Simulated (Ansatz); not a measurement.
Predict the output of the script below (Ansatz 0.2.0, Python API).

The script, `restart.py`:
```python
"""Start a denser mesh for NiO from a saved density."""

import warnings

import ansatz as az

params = {
    "functional": "pbe",
    "width_ev": 0.1,
}

warnings.simplefilter("ignore", az.DeckWarning)

lattice = az.Lattice.of(
    (0.0, 2.085902, 2.085902),
    (2.085902, 0.0, 2.085902),
    (2.085902, 2.085902, 0.0),
)
sites = [
    ("Ni", (0.0, 0.0, 0.0)),
    ("O", (0.5, 0.5, 0.5)),
]
structure = az.Crystal(lattice=lattice)
for symbol, position in sites:
    structure = structure.atom(symbol, position)
structure = structure.moments(Ni=1.5)

base = structure.calculation()
base = base.hubbard("Ni", "d", u_eff=5.0)
base = base.spin("collinear")
base = base.pseudopotentials("paw")
base = base.functional(params["functional"])
base = base.occupations(az.OccupationsMethod.FERMI_DIRAC, width=params["width_ev"])
coarse = base.kpoints(*(4, 4, 4)).checkpoint(write="state").run().report
warm = base.kpoints(*(9, 9, 9)).checkpoint(read="state").run().report
cold = base.kpoints(*(9, 9, 9)).run().report
for label, r in (("coarse", coarse), ("fine, from the saved density", warm), ("fine, fresh start", cold)):
    print(f"{label:30s} F = {r['free_energy_ev']:.5f} eV  iterations {r['n_iterations']}")
```

```console
$ python restart.py
coarse                         F = -6404.81476 eV  iterations 16
fine, from the saved density   F = -6404.82782 eV  iterations 6
fine, fresh start              F = -6404.82782 eV  iterations 14
```

Caveats:
- Total energies depend on the potentials; only differences at equal settings carry meaning. A total without «per atom» is that of the cell as typed.
- The magnetic order follows from the starting moments and needn't be the lowest.
- With one magnetic atom the cell can hold only ferromagnetic order.
- The starting cell is as deposited in a crystallographic database; the results hold for this polymorph, which needn't be the stable one.
- It ran for 12 s on 1 thread of Arm Neoverse V1, on a shared host, peak memory 0.43 GiB.

(Lines on the test bed's own set-up are left out of the output.)
